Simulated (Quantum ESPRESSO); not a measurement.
# GaSb3 (Fm-3m) in Quantum ESPRESSO: equation of state

How stiff is GaSb3 in PBEsol, and what volume does it want? The cell is scaled to several volumes.

Program: Quantum ESPRESSO 7.5. These are calculated values, not measurements. Logs are shortened: lines on timing, memory, paths and dates and some standing lists are left out, and cuts for length are marked.

### 1 The crystal as given

It takes space group Fm-3m (No. 225, cubic). The conventional cell has a = 7.461 Å, b = 7.461 Å, c = 7.461 Å, α = 90.00°, β = 90.00°, γ = 90.00°. Around Sb (site symmetry m-3m) lie 8 Sb at 3.23 Å. Sb (site symmetry -43m) has 4 Sb at 3.23 Å and 4 Ga at 3.23 Å as nearest neighbours. Around Ga (site symmetry m-3m) lie 8 Sb at 3.23 Å.

The cell comes from a database or a generator and needn't be the stable form of this composition.

### 2 Single point, PBEsol, 24.40 Å³/atom

Input file pw.in:

```
&CONTROL
  calculation = 'scf'
  prefix = 'pwscf'
  outdir = './tmp'
  pseudo_dir = './pseudo'
  tprnfor = .true.
  tstress = .true.
  disk_io = 'nowf'
/
&SYSTEM
  ibrav = 0
  nat = 4
  ntyp = 2
  ecutwfc = 56
  ecutrho = 448
  nbnd = 43
  occupations = 'smearing'
  smearing = 'fd'
  degauss = 0.00367493
/
&ELECTRONS
  conv_thr = 8d-10
  electron_maxstep = 120
  mixing_beta = 0.5
/
ATOMIC_SPECIES
Sb   121.7600 sb_pbesol_v1.4.uspp.F.UPF
Ga    69.7230 ga_pbesol_v1.4.uspp.F.UPF
CELL_PARAMETERS angstrom
   0.0000000000    3.6544390392    3.6544390392
   3.6544390392    0.0000000000    3.6544390392
   3.6544390392    3.6544390392    0.0000000000
ATOMIC_POSITIONS crystal
Sb     0.5000000000    0.5000000000    0.5000000000
Sb     0.7500000000    0.7500000000    0.7500000000
Sb     0.2500000000    0.2500000000    0.2500000000
Ga     0.0000000000    0.0000000000    0.0000000000
K_POINTS automatic
6 6 6 0 0 0
```

Potentials or basis: GBRV 1.5 PBEsol.

Launch:

```console
$ OMP_NUM_THREADS=1 mpirun -n 2 pw.x -nk 2 -in pw.in > pw.out
```

pw.out:

```text
This program is part of the open-source Quantum ESPRESSO suite
     for quantum simulation of materials; please cite
         "P. Giannozzi et al., J. Phys.:Condens. Matter 21 395502 (2009);
         "P. Giannozzi et al., J. Phys.:Condens. Matter 29 465901 (2017);
         "P. Giannozzi et al., J. Chem. Phys. 152 154105 (2020);
     in publications or presentations arising from this work. More details at

     Message from routine setup:
     using ibrav=0 with symmetry is DISCOURAGED, use correct ibrav instead

     K-points division:     npool     =       2
     Subspace diagonalization in iterative solution of the eigenvalue problem:
     a serial algorithm will be used

     G-vector sticks info
     --------------------
     sticks:   dense  smooth     PW     G-vecs:    dense   smooth      PW
     Sum        2929    1483    433               105395    37309    5817

     Using Slab Decomposition

     bravais-lattice index     =            0
     lattice parameter (alat)  =       9.7664  a.u.
     unit-cell volume          =     658.7017 (a.u.)^3
     number of atoms/cell      =            4
     number of atomic types    =            2
     number of electrons       =        64.00
     number of Kohn-Sham states=           43
     kinetic-energy cutoff     =      56.0000  Ry
     charge density cutoff     =     448.0000  Ry
     scf convergence threshold =      8.0E-10
     mixing beta               =       0.5000
     number of iterations used =            8  plain     mixing
     Exchange-correlation= SLA  PW   PSX  PSC
                           (   1   4  10   8   0   0   0)

     celldm(1)=   9.766402  celldm(2)=   0.000000  celldm(3)=   0.000000
     celldm(4)=   0.000000  celldm(5)=   0.000000  celldm(6)=   0.000000

     crystal axes: (cart. coord. in units of alat)
               a(1) = (   0.000000   0.707107   0.707107 )
               a(2) = (   0.707107   0.000000   0.707107 )
               a(3) = (   0.707107   0.707107   0.000000 )

     reciprocal axes: (cart. coord. in units 2 pi/alat)
               b(1) = ( -0.707107  0.707107  0.707107 )
               b(2) = (  0.707107 -0.707107  0.707107 )
               b(3) = (  0.707107  0.707107 -0.707107 )

     PseudoPot. # 1 for Sb read from file:
     sb_pbesol_v1.4.uspp.F.UPF
     Pseudo is Ultrasoft + core correction, Zval = 15.0
     Generated by new atomic code, or converted to UPF format
     Using radial grid of  891 points,  6 beta functions with:
                l(1) =   0
                l(2) =   0
                l(3) =   1
                l(4) =   1
                l(5) =   2
                l(6) =   2
     Q(r) pseudized with  8 coefficients,  rinner =    1.350   1.350   1.350
                                                       1.350   1.350

     PseudoPot. # 2 for Ga read from file:
     ga_pbesol_v1.4.uspp.F.UPF
     Pseudo is Ultrasoft + core correction, Zval = 19.0
     Generated by new atomic code, or converted to UPF format
     Using radial grid of  871 points,  6 beta functions with:
                l(1) =   0
                l(2) =   0
                l(3) =   1
                l(4) =   1
                l(5) =   2
                l(6) =   2
     Q(r) pseudized with  8 coefficients,  rinner =    1.250   1.250   1.250
                                                       1.250   1.250

     atomic species   valence    mass     pseudopotential
     Sb               15.00   121.76000     Sb( 1.00)
     Ga               19.00    69.72300     Ga( 1.00)

     48 Sym. Ops., with inversion, found

   Cartesian axes

     site n.     atom                  positions (alat units)
         1        Sb     tau(   1) = (   0.7071068   0.7071068   0.7071068  )
         2        Sb     tau(   2) = (   1.0606602   1.0606602   1.0606602  )
         3        Sb     tau(   3) = (   0.3535534   0.3535534   0.3535534  )
         4        Ga     tau(   4) = (   0.0000000   0.0000000   0.0000000  )

     number of k points=    16  Fermi-Dirac smearing, width (Ry)=  0.0037
                       cart. coord. in units 2pi/alat
        k(    1) = (   0.0000000   0.0000000   0.0000000), wk =   0.0092593
        k(    2) = (   0.1178511   0.1178511  -0.1178511), wk =   0.0740741
        k(    3) = (   0.2357023   0.2357023  -0.2357023), wk =   0.0740741
        k(    4) = (  -0.3535534  -0.3535534   0.3535534), wk =   0.0370370
        k(    5) = (   0.2357023   0.0000000  -0.0000000), wk =   0.0555556
        k(    6) = (   0.3535534   0.1178511  -0.1178511), wk =   0.2222222
[... 8 lines left out ...]
        k(   15) = (  -0.1178511  -0.3535534   0.5892557), wk =   0.2222222
        k(   16) = (  -0.7071068   0.2357023   0.0000000), wk =   0.1111111

     Dense  grid:   105395 G-vectors     FFT dimensions: (  72,  72,  72)

     Smooth grid:    37309 G-vectors     FFT dimensions: (  48,  48,  48)

     Initial potential from superposition of free atoms

     starting charge      60.0000, renormalised to      64.0000
     Starting wfcs are   39 randomized atomic wfcs +    4 random wfcs

     Self-consistent Calculation

     iteration #  1     ecut=    56.00 Ry     beta= 0.50
     Davidson diagonalization with overlap
     ethr =  1.00E-02,  avg # of iterations =  6.6

     total energy              =    -909.90697825 Ry
     estimated scf accuracy    <      90.48039792 Ry
[... 99 lines left out ...]
     iteration # 16     ecut=    56.00 Ry     beta= 0.50
     Davidson diagonalization with overlap
     ethr =  1.90E-12,  avg # of iterations =  3.4

     End of self-consistent calculation

          k = 0.0000 0.0000 0.0000 (  4645 PWs)   bands (ev):

   -82.4317 -82.4317 -82.4317 -17.4283 -17.4283 -17.4283 -17.4185 -17.4185
   -17.2210 -17.2210 -17.2182 -17.2182 -17.2182 -17.1882 -17.1882 -17.1882
   -17.1816 -17.1816  -2.9544  -2.9544  -2.9544  -2.9386  -2.9386  -1.0347
     4.3115   5.3981   8.9768   9.1417   9.1417   9.1417   9.3200   9.3200
     9.3200  11.0795  11.0795  11.0795  15.2850  15.2850  19.1141  19.1141
    19.1141  24.3546  24.3547

          k = 0.1179 0.1179-0.1179 (  4681 PWs)   bands (ev):

   -82.4317 -82.4317 -82.4317 -17.4295 -17.4295 -17.4276 -17.4174 -17.4174
   -17.2196 -17.2196 -17.2155 -17.2155 -17.2140 -17.1931 -17.1895 -17.1895
   -17.1839 -17.1839  -2.9561  -2.9536  -2.9536  -2.9389  -2.9389  -0.8080
     3.9124   4.9138   7.9590   8.5295   8.5295   8.6688   9.7995   9.7995
    11.1824  11.1824  11.4097  12.7262  16.2005  16.2005  17.3740  18.5362
    18.5362  22.8247  22.8247

          k = 0.2357 0.2357-0.2357 (  4669 PWs)   bands (ev):

   -82.4317 -82.4317 -82.4317 -17.4320 -17.4320 -17.4257 -17.4150 -17.4150
   -17.2138 -17.2138 -17.2112 -17.2112 -17.2060 -17.2033 -17.1944 -17.1944
   -17.1885 -17.1885  -2.9599  -2.9522  -2.9522  -2.9393  -2.9393  -0.1443
     2.6142   4.4432   7.0045   8.1815   8.1815   9.3608   9.3608   9.7855
    12.4830  12.4830  14.0201  14.2419  15.9519  16.6976  16.6976  18.3489
    18.3489  22.7395  22.7406

          k =-0.3536-0.3536 0.3536 (  4626 PWs)   bands (ev):

   -82.4317 -82.4317 -82.4317 -17.4332 -17.4332 -17.4245 -17.4138 -17.4138
   -17.2093 -17.2093 -17.2090 -17.2049 -17.2049 -17.2029 -17.2029 -17.2015
   -17.1904 -17.1904  -2.9621  -2.9517  -2.9517  -2.9394  -2.9394   0.6181
     1.5159   4.3327   6.6624   8.1095   8.1095   9.0660   9.0660  11.6275
    11.9663  14.0434  14.0434  14.9009  14.9009  15.9727  17.5372  21.1074
    21.1150  21.1150  21.8472

          k = 0.2357 0.0000-0.0000 (  4661 PWs)   bands (ev):

   -82.4317 -82.4317 -82.4317 -17.4304 -17.4304 -17.4262 -17.4174 -17.4168
   -17.2225 -17.2191 -17.2142 -17.2129 -17.2129 -17.1926 -17.1907 -17.1907
   -17.1870 -17.1817  -2.9572  -2.9529  -2.9529  -2.9400  -2.9384  -0.7321
     3.9304   4.7478   7.6451   7.7049   7.7049  10.0609  10.1395  10.6201
    10.6201  11.7661  12.1316  12.1316  15.5580  17.2354  17.7255  17.9703
    17.9703  22.2600  23.5252

          k = 0.3536 0.1179-0.1179 (  4664 PWs)   bands (ev):

   -82.4317 -82.4317 -82.4317 -17.4326 -17.4317 -17.4251 -17.4158 -17.4147
   -17.2214 -17.2164 -17.2092 -17.2087 -17.2070 -17.1999 -17.1968 -17.1920
   -17.1889 -17.1845  -2.9596  -2.9524  -2.9515  -2.9411  -2.9385  -0.2103
     3.1724   4.0600   6.4669   7.2799   8.3292   9.4106  10.6286  10.6574
    12.0383  12.9733  13.3567  14.2997  15.4076  16.3661  16.8016  17.8544
    19.4382  21.5940  21.9664
[... 12 lines left out ...]
   -82.4317 -82.4317 -82.4317 -17.4328 -17.4316 -17.4264 -17.4141 -17.4140
   -17.2159 -17.2120 -17.2108 -17.2059 -17.2046 -17.2033 -17.1996 -17.1951
   -17.1903 -17.1878  -2.9594  -2.9537  -2.9512  -2.9401  -2.9398   0.3522
     2.2666   3.7248   6.1449   7.7905   8.3486   9.9409   9.9755  11.0459
    12.0525  12.4398  14.4063  14.9730  15.8791  16.7089  17.1727  19.1689
    20.5566  21.1909  21.3869

          k = 0.0000-0.2357 0.2357 (  4677 PWs)   bands (ev):

   -82.4317 -82.4317 -82.4317 -17.4311 -17.4306 -17.4269 -17.4161 -17.4157
   -17.2199 -17.2162 -17.2123 -17.2117 -17.2078 -17.1977 -17.1941 -17.1932
   -17.1864 -17.1852  -2.9576  -2.9534  -2.9526  -2.9398  -2.9391  -0.4333
     3.4396   4.1920   6.9768   8.2593   8.5890   8.6199   9.7547  10.7854
    11.1596  12.1875  13.4005  13.6883  15.4295  17.0134  17.4667  18.0030
    18.5336  21.6010  21.9031

          k = 0.4714 0.0000-0.0000 (  4648 PWs)   bands (ev):

   -82.4317 -82.4317 -82.4317 -17.4341 -17.4341 -17.4220 -17.4156 -17.4131
   -17.2256 -17.2175 -17.2079 -17.2079 -17.2038 -17.2034 -17.1958 -17.1908
   -17.1908 -17.1820  -2.9629  -2.9499  -2.9499  -2.9435  -2.9379   0.1631
     3.3102   3.3751   6.0883   6.7094   6.7094  11.3276  11.7748  11.7748
    12.3954  13.5645  14.4930  14.4930  15.3788  15.9302  15.9302  16.3795
    19.7367  21.4368  21.6297
[... 12 lines left out ...]
   -82.4317 -82.4317 -82.4317 -17.4344 -17.4303 -17.4270 -17.4138 -17.4126
   -17.2156 -17.2151 -17.2132 -17.2106 -17.2053 -17.2010 -17.1948 -17.1933
   -17.1896 -17.1872  -2.9593  -2.9548  -2.9496  -2.9427  -2.9393   1.1942
     2.0263   2.7146   5.3655   6.9923   9.8321   9.9375  10.3538  11.4621
    12.2972  12.9876  14.6915  15.2923  16.8366  17.0751  17.3637  19.9349
    20.1775  20.4891  20.8120

          k =-0.7071 0.0000 0.0000 (  4720 PWs)   bands (ev):

   -82.4317 -82.4317 -82.4317 -17.4357 -17.4357 -17.4200 -17.4148 -17.4112
   -17.2272 -17.2168 -17.2092 -17.2092 -17.2090 -17.1998 -17.1983 -17.1873
   -17.1873 -17.1821  -2.9658  -2.9482  -2.9482  -2.9457  -2.9377   1.4584
     1.7312   3.1553   5.5838   6.3682   6.3682  12.7091  13.0342  13.0342
    13.0761  13.8635  13.8635  14.1223  15.7839  17.0379  17.0379  17.6204
    17.9239  19.2312  19.6807
[... 12 lines left out ...]
   -82.4317 -82.4317 -82.4317 -17.4347 -17.4295 -17.4274 -17.4138 -17.4126
   -17.2153 -17.2152 -17.2133 -17.2111 -17.2056 -17.1976 -17.1958 -17.1934
   -17.1929 -17.1854  -2.9585  -2.9560  -2.9492  -2.9427  -2.9392   1.2187
     1.9030   2.9065   4.9942   8.2598   8.3034  10.0855  10.1530  11.9469
    12.3923  13.8477  14.1915  15.3040  16.3367  16.8262  17.0492  20.1062
    20.2007  20.3306  20.6629

          k =-0.7071 0.2357 0.0000 (  4662 PWs)   bands (ev):

   -82.4317 -82.4317 -82.4317 -17.4355 -17.4320 -17.4242 -17.4142 -17.4118
   -17.2216 -17.2151 -17.2135 -17.2109 -17.2031 -17.2022 -17.1961 -17.1917
   -17.1875 -17.1843  -2.9618  -2.9530  -2.9482  -2.9443  -2.9386   1.7462
     1.8003   2.5225   4.6941   7.6083   8.0911  10.1306  10.7014  13.2490
    13.7916  14.0424  14.2108  15.1423  15.7723  16.3504  16.3778  19.2656
    19.6923  20.2657  20.7226

     the Fermi energy is    12.0202 ev

!    total energy              =    -968.74347562 Ry
     estimated scf accuracy    <          1.0E-10 Ry
     smearing contrib. (-TS)   =      -0.00252372 Ry
     internal energy E=F+TS    =    -968.74095190 Ry

     The total energy is F=E-TS. E is the sum of the following terms:
     one-electron contribution =    -566.64880814 Ry
     hartree contribution      =     319.47188192 Ry
     xc contribution           =    -178.73788747 Ry
     ewald contribution        =    -542.82613821 Ry

     convergence has been achieved in  16 iterations

     Forces acting on atoms (cartesian axes, Ry/au):

     atom    1 type  1   force =     0.00000000   -0.00000000   -0.00000000
     atom    2 type  1   force =     0.00000000   -0.00000000   -0.00000000
     atom    3 type  1   force =     0.00000000    0.00000000    0.00000000
     atom    4 type  2   force =     0.00000000   -0.00000000   -0.00000000

     Total force =     0.000000     Total SCF correction =     0.000000

     Computing stress (Cartesian axis) and pressure

          total   stress  (Ry/bohr**3)                   (kbar)     P=       -2.79
  -0.00001897  -0.00000000  -0.00000000           -2.79       -0.00       -0.00
  -0.00000000  -0.00001897  -0.00000000           -0.00       -2.79       -0.00
  -0.00000000  -0.00000000  -0.00001897           -0.00       -0.00       -2.79

=------------------------------------------------------------------------------=
   JOB DONE.
=------------------------------------------------------------------------------=
```

It took 61 s on 2 MPI ranks of Arm Neoverse V2, shared host; peak memory 0.56 GiB.

What came out:

```yaml
Free_energy: -13180.4264 eV
Pressure: -0.3 GPa
Band_gap_on_the_k_mesh: none (metal or under the smearing width)
```

### 3 Single point, PBEsol, 24.92 Å³/atom

Edit pw.in of step 2 so:

```diff
@@ -29,5 +29,5 @@
 CELL_PARAMETERS angstrom
-   0.0000000000    3.6544390392    3.6544390392
-   3.6544390392    0.0000000000    3.6544390392
-   3.6544390392    3.6544390392    0.0000000000
+   0.0000000000    3.6801753734    3.6801753734
+   3.6801753734    0.0000000000    3.6801753734
+   3.6801753734    3.6801753734    0.0000000000
 ATOMIC_POSITIONS crystal
```

Potentials or basis: GBRV 1.5 PBEsol.

Launch:

```console
$ OMP_NUM_THREADS=1 mpirun -n 2 pw.x -nk 2 -in pw.in > pw.out
```

Run time: 58 s. Hardware: 2 MPI ranks of Arm Neoverse V2, shared host; peak memory 0.56 GiB.

The run converged. Its results:

| Item | Value |
| --- | --- |
| Free energy | -13180.4152 eV |
| Pressure | -1.5 GPa |
| Band gap on the k mesh | none (metal or under the smearing width) |

### 4 Single point, PBEsol, 25.44 Å³/atom

Edit pw.in of step 3 so:

```diff
@@ -29,5 +29,5 @@
 CELL_PARAMETERS angstrom
-   0.0000000000    3.6801753734    3.6801753734
-   3.6801753734    0.0000000000    3.6801753734
-   3.6801753734    3.6801753734    0.0000000000
+   0.0000000000    3.7055566952    3.7055566952
+   3.7055566952    0.0000000000    3.7055566952
+   3.7055566952    3.7055566952    0.0000000000
 ATOMIC_POSITIONS crystal
```

Launch:

```console
$ OMP_NUM_THREADS=1 mpirun -n 2 pw.x -nk 2 -in pw.in > pw.out
```

Run time: 59 s. Hardware: 2 MPI ranks of Arm Neoverse V2, shared host; peak memory 0.58 GiB.

It converged, with:

- Free energy: -13180.3899 eV
- Pressure: -2.5 GPa
- Band gap on the k mesh: none (metal or under the smearing width)

### 5 Single point, PBEsol, 25.96 Å³/atom

Edit pw.in of step 4 so:

```diff
@@ -29,5 +29,5 @@
 CELL_PARAMETERS angstrom
-   0.0000000000    3.7055566952    3.7055566952
-   3.7055566952    0.0000000000    3.7055566952
-   3.7055566952    3.7055566952    0.0000000000
+   0.0000000000    3.7305950000    3.7305950000
+   3.7305950000    0.0000000000    3.7305950000
+   3.7305950000    3.7305950000    0.0000000000
 ATOMIC_POSITIONS crystal
```

Launch:

```console
$ OMP_NUM_THREADS=1 mpirun -n 2 pw.x -nk 2 -in pw.in > pw.out
```

Wall time 68 s (2 MPI ranks of Arm Neoverse V2, shared host); peak memory 0.58 GiB.

Results (log left out):

```yaml
Free_energy: -13180.3523 eV
Pressure: -3.3 GPa
Band_gap_on_the_k_mesh: none (metal or under the smearing width)
```

### 6 Single point, PBEsol, 26.48 Å³/atom

Edit pw.in of step 5 so:

```diff
@@ -29,5 +29,5 @@
 CELL_PARAMETERS angstrom
-   0.0000000000    3.7305950000    3.7305950000
-   3.7305950000    0.0000000000    3.7305950000
-   3.7305950000    3.7305950000    0.0000000000
+   0.0000000000    3.7553016472    3.7553016472
+   3.7553016472    0.0000000000    3.7553016472
+   3.7553016472    3.7553016472    0.0000000000
 ATOMIC_POSITIONS crystal
```

Potentials or basis: GBRV 1.5 PBEsol.

Launch:

```console
$ OMP_NUM_THREADS=1 mpirun -n 2 pw.x -nk 2 -in pw.in > pw.out
```

Run time: 65 s. Hardware: 2 MPI ranks of Arm Neoverse V2, shared host; peak memory 0.6 GiB.

The run converged. Its results:

```
Free energy            : -13180.3037 eV
Pressure               : -4.2 GPa
Band gap on the k mesh : none (metal or under the smearing width)
```

### 7 Single point, PBEsol, 27.00 Å³/atom

Edit pw.in of step 6 so:

```diff
@@ -29,5 +29,5 @@
 CELL_PARAMETERS angstrom
-   0.0000000000    3.7553016472    3.7553016472
-   3.7553016472    0.0000000000    3.7553016472
-   3.7553016472    3.7553016472    0.0000000000
+   0.0000000000    3.7796874061    3.7796874061
+   3.7796874061    0.0000000000    3.7796874061
+   3.7796874061    3.7796874061    0.0000000000
 ATOMIC_POSITIONS crystal
```

Launch:

```console
$ OMP_NUM_THREADS=1 mpirun -n 2 pw.x -nk 2 -in pw.in > pw.out
```

Wall time 78 s (2 MPI ranks of Arm Neoverse V2, shared host); peak memory 0.6 GiB.

The run converged. Its results:

- Free energy: -13180.2450 eV
- Pressure: -4.9 GPa
- Band gap on the k mesh: none (metal or under the smearing width)

### 8 Single point, PBEsol, 27.52 Å³/atom

Edit pw.in of step 7 so:

```diff
@@ -29,5 +29,5 @@
 CELL_PARAMETERS angstrom
-   0.0000000000    3.7796874061    3.7796874061
-   3.7796874061    0.0000000000    3.7796874061
-   3.7796874061    3.7796874061    0.0000000000
+   0.0000000000    3.8037624973    3.8037624973
+   3.8037624973    0.0000000000    3.8037624973
+   3.8037624973    3.8037624973    0.0000000000
 ATOMIC_POSITIONS crystal
```

Launch:

```console
$ OMP_NUM_THREADS=1 mpirun -n 2 pw.x -nk 2 -in pw.in > pw.out
```

Run time: 78 s. Hardware: 2 MPI ranks of Arm Neoverse V2, shared host; peak memory 0.62 GiB.

Results (log left out):

| Property | Result |
| --- | --- |
| Free energy | -13180.1770 eV |
| Pressure | -5.6 GPa |
| Band gap on the k mesh | none (metal or under the smearing width) |

### 9 Equation of state, PBEsol

Potentials or basis: GBRV 1.5 PBEsol.

This step only gathers the single runs of the series.

Results:

| Quantity | Value |
| --- | --- |
| Equilibrium volume | 24.27 Å³/atom (rough: see the caveat) |
| Bulk modulus | 56 GPa (rough) |

Energy against volume, from the lowest point:
| volume (Å³/atom) | energy (meV/atom) |
| --- | --- |
| 24.402 | 0.00 |
| 24.922 | 2.82 |
| 25.441 | 9.14 |
| 25.960 | 18.53 |
| 26.479 | 30.68 |
| 26.998 | 45.36 |
| 27.518 | 62.35 |

Caveat: the minimum lies outside the volumes run.
